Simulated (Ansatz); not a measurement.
# SiH2I radical: functionals against CCSD(T) at one geometry

The atoms stand at a structure displaced at random from a GFN2-xTB minimum. How far do the functionals agree with CCSD(T) there?

Program: Ansatz 0.2.0, Gaussian basis. Level of theory: single points in def2-TZVPP. These are calculated values, not measurements.

Correlated methods freeze the cores. Filled d shells of the heavier atoms are correlated. Core potentials replace the inner electrons past krypton, and spin-orbit coupling is left out. Orbitals are unrestricted.

## Step 1: The starting structure

SMILES `[SiH2]I`, 4 atoms, charge 0, spin multiplicity 2.

Atoms are counted from 1 here; the program's logs count them from 0.

Bond lengths: Si1–I2 2.500 Å, Si1–H3 1.459 Å, Si1–H4 1.344 Å. Angles: I2–Si1–H3 100.9°, I2–Si1–H4 113.7°, H3–Si1–H4 128.7°.

Geometry (Å):

```xyz
4
charge 0, multiplicity 2
Si   -0.1944   -0.1410   -0.3740
I     1.8377   -0.4324    1.0527
H    -1.2344   -0.6273    0.5256
H    -0.1805    0.9815   -1.1130
```

## Step 2: CCSD(T)/def2-TZVPP

Contents of run/in.yaml:

```yaml
crystal:
  periodic: [false, false, false]
  atoms:
    - {symbol: Si, position_ang: [-0.194400, -0.141000, -0.374000]}
    - {symbol: I, position_ang: [1.837700, -0.432400, 1.052700]}
    - {symbol: H, position_ang: [-1.234400, -0.627300, 0.525600]}
    - {symbol: H, position_ang: [-0.180500, 0.981500, -1.113000]}
basis:
  gaussian: {orbitals: def2-TZVPP}
magnetization: {spin_polarized: true, initial_magnetization: 1}
correlation: {method: ccsd_t}
scf: {omitted_lower_state_checks: [cluster_reference]}
output: {forces: true}
```

No record of the launch command was kept for these runs.

## Step 3: PBE0-D4/def2-TZVPP

run/in.yaml: that of step 2 with these lines changed.

```diff
@@ -10,4 +10,3 @@
 magnetization: {spin_polarized: true, initial_magnetization: 1}
-correlation: {method: ccsd_t}
-scf: {omitted_lower_state_checks: [cluster_reference]}
-output: {forces: true}
+hamiltonian: {xc: pbe0, dispersion: d4}
+output: {forces: true, orbitals: {seedname: orbitals}}
```

## Step 4: wB97M-V/def2-TZVPP

run/in.yaml: that of step 3 with these lines changed.

```diff
@@ -10,3 +10,3 @@
 magnetization: {spin_polarized: true, initial_magnetization: 1}
-hamiltonian: {xc: pbe0, dispersion: d4}
-output: {forces: true, orbitals: {seedname: orbitals}}
+hamiltonian: {xc: {name: wB97M-V}}
+output: {forces: true}
```

## Step 5: r2SCAN-D4/def2-TZVPP

run/in.yaml: that of step 4 with these lines changed.

```diff
@@ -10,3 +10,3 @@
 magnetization: {spin_polarized: true, initial_magnetization: 1}
-hamiltonian: {xc: {name: wB97M-V}}
+hamiltonian: {xc: r2scan, dispersion: d4}
 output: {forces: true}
```

## Step 6: PBE-D4/def2-TZVPP

run/in.yaml: that of step 5 with these lines changed.

```diff
@@ -10,3 +10,3 @@
 magnetization: {spin_polarized: true, initial_magnetization: 1}
-hamiltonian: {xc: r2scan, dispersion: d4}
+hamiltonian: {xc: pbe, dispersion: d4}
 output: {forces: true}
```

## Step 7: CAM-B3LYP-D4/def2-TZVPP

run/in.yaml: that of step 6 with these lines changed.

```diff
@@ -10,3 +10,3 @@
 magnetization: {spin_polarized: true, initial_magnetization: 1}
-hamiltonian: {xc: pbe, dispersion: d4}
+hamiltonian: {xc: {name: CAM-B3LYP}, dispersion: d4}
 output: {forces: true}
```

## Step 8: BHLYP-D4/def2-TZVPP

run/in.yaml: that of step 7 with these lines changed.

```diff
@@ -10,3 +10,3 @@
 magnetization: {spin_polarized: true, initial_magnetization: 1}
-hamiltonian: {xc: {name: CAM-B3LYP}, dispersion: d4}
+hamiltonian: {xc: {name: BHLYP}, dispersion: d4}
 output: {forces: true}
```

(Steps that only read results are left out.)

Q: Predict the outcome of this session. Wanted: energy less free atoms, CCSD(T)/def2-TZVPP; RMS force component; RMS force error; HOMO and LUMO, PBE0-D4; T1 diagnostic.

As calculated:

```
                                  quantity                                                                                                 value
energy less free atoms, CCSD(T)/def2-TZVPP                                                                                         -836.8 kJ/mol
                       RMS force component                                                                  1.557 to 1.629 eV/Å over the methods
                           RMS force error  PBE0-D4 0.045, wB97M-V 0.057, r2SCAN-D4 0.033, PBE-D4 0.114, CAM-B3LYP-D4 0.037, BHLYP-D4 0.086 eV/Å
                    HOMO and LUMO, PBE0-D4                                                                                    -6.09 and -2.62 eV
                             T1 diagnostic                                                                                                 0.012
```

What this shows: Against CCSD(T) the functionals' energies less atoms differ by -42.6 to -16.8 kJ/mol, PBE-D4 by -29.0 kJ/mol. CCSD(T) in triple zeta still lacks some correlation energy of the bonds, so part of these gaps is its own basis error and they don't rank the functionals. For forces r2SCAN-D4 does best and PBE-D4 worst. Frozen-core CCSD(T) forces in triple zeta carry basis errors of their own, and this is one geometry, so small gaps rank nothing.
